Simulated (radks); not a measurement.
# Spin polarisation of the 5p shell in Ba³⁺

One table from this session's results is given with a row withheld; the runs are named, their logs left out.

Method: scalar-relativistic Kohn-Sham, SCAN, spin-polarised, spherical densities, finite nucleus. Code: radks (a radial shooting solver on a logarithmic mesh, Libxc functionals) version 1.

**The system**

| Property | Result |
| --- | --- |
| element | barium (Z = 56) |
| charge | +3 |
| electrons | 53 |
| configuration | [Kr] 4d10 5s2 5p(up 2.5, down 2.5) |
| nuclear rms radius | 4.8378 fm |

A shell typed twice in an input gives spin up, then spin down.

The first run:

Settings of this run:

```text
Z 56
configuration [Kr] 4d10 5s2 5p2.5 5p2.5
relativity scalar-relativistic
functional scan,scan
spin polarised
nucleus finite rms 4.8378 fm
c 137.035999084
```

Among the steps run: No moment.

One of the session's tables, all rows but one given; the rest of the session is left out.

It belongs to the step «No moment». Radial moments (bohr):

| level | <r> | outermost maximum (interpolated) | 90 % within | nodes |
| --- | --- | --- | --- | --- |
| 3s | 0.2913 | 0.266 | 0.428 | 2 |
| 3p | ? | ? | ? | ? |
| 3d | 0.2666 | 0.215 | 0.417 | 0 |
| 4s | 0.6739 | 0.625 | 0.967 | 3 |
| 4p | 0.7152 | 0.654 | 1.04 | 2 |
| 4d | 0.7995 | 0.695 | 1.20 | 1 |
| 5s | 1.611 | 1.46 | 2.31 | 4 |
| 5p | 1.829 | 1.64 | 2.64 | 3 |

Q: Estimate the row for 3p from the others.

As computed: <r>: 0.2896; outermost maximum (interpolated): 0.260; 90 % within: 0.434; nodes: 1. In the column «<r>» it lies between 3d (0.2666) and 3s (0.2913).
